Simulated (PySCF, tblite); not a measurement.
# C₆H₈ClPSi: infrared bands and NMR shifts

What infrared bands and NMR shifts should C₆H₈ClPSi (`[SiH3]Pc1ccc(Cl)cc1`) show?

Programs: tblite 0.8.0 and PySCF 2.14.0, with density-fitted response routines of our own. Each step states its level of theory. These are calculated values for one molecule in the gas phase, unless marked as measured. Atoms are numbered from 0 throughout.

## (1) Starting geometry

17 atoms, charge 0, multiplicity 1; geometry from: GFN2-xTB.

Bonds of the start (Å): Si0–P1 2.24, P1–C2 1.82, C2–C3 1.39, C3–C4 1.38, C4–C5 1.39, C5–Cl6 1.73, C5–C7 1.39, C7–C8 1.38, C8–C2 1.39, Si0–H9 1.46, Si0–H10 1.46, Si0–H11 1.46, P1–H12 1.39, C3–H13 1.08, C4–H14 1.08, C7–H15 1.08, C8–H16 1.08.

## (2) Vibrational analysis with GFN2-xTB

The job: settings as JSON, then the geometry in Å.

```
{"job": {"kind": "ir", "xc": "GFN2-xTB", "basis": "xTB"}, "charge": 0, "multiplicity": 1}
Si     2.833318    -0.022944    -0.606526
P      1.785782    -1.114073     1.048512
C      0.125335    -0.420493     0.787218
C     -0.142929     0.862502     1.259833
C     -1.392869     1.427302     1.104660
C     -2.392453     0.698717     0.477777
Cl    -3.960098     1.399874     0.274479
C     -2.151438    -0.585177     0.016003
C     -0.895817    -1.140312     0.175574
H      2.990465     1.362303    -0.163133
H      2.096893    -0.048958    -1.872434
H      4.130345    -0.677697    -0.765950
H      1.569055    -2.282691     0.324670
H      0.641881     1.420044     1.751630
H     -1.596788     2.422420     1.468404
H     -2.940471    -1.144560    -0.462695
H     -0.707209    -2.144225    -0.178470
```

**Question.** This job is followed by: GIAO PBE0/pcSseg-1 NMR shielding, non-relativistic, gas phase. What will the session give for the following? strongest single infrared mode (GFN2-xTB); zero-point energy (GFN2-xTB); ¹³C shifts against TMS (PBE0/pcSseg-1, means over atoms taken as alike); ¹H shifts against TMS (PBE0/pcSseg-1, means over atoms taken as alike); ²⁹Si shifts against TMS (PBE0/pcSseg-1); ³¹P shifts against H3PO4 (PBE0/pcSseg-1); ³⁵Cl shifts against HCl (PBE0/pcSseg-1).

**Answer**, as computed:

| quantity | value |
| --- | --- |
| strongest single infrared mode (GFN2-xTB) | 749 cm⁻¹, 493 km/mol |
| zero-point energy (GFN2-xTB) | 70.0 kcal/mol |
| ¹³C shifts against TMS (PBE0/pcSseg-1, means over atoms taken as alike) | 144.8, 139.0, 138.4, 135.1 ppm |
| ¹H shifts against TMS (PBE0/pcSseg-1, means over atoms taken as alike) | 7.64, 7.49, 4.04, 3.37 ppm |
| ²⁹Si shifts against TMS (PBE0/pcSseg-1) | -72.5 ppm |
| ³¹P shifts against H3PO4 (PBE0/pcSseg-1) | -168.6 ppm |
| ³⁵Cl shifts against HCl (PBE0/pcSseg-1) | 236 ppm |

**Reading.** No mode is imaginary among the 45: a minimum at this level. The strongest single mode, at 749 cm⁻¹, is carried by H9, H11, H10. GFN2-xTB is a fitted tight-binding method: band positions and strengths are rough. Its intensities can rank the bands wrongly. At PBE0/pcSseg-1: The largest span, 457 ppm, is at Cl6, where the paramagnetic term is -431 ppm. NICS(1)zz of -26 ppm above the planar ring from C2 marks a diatropic (aromatic) ring current.
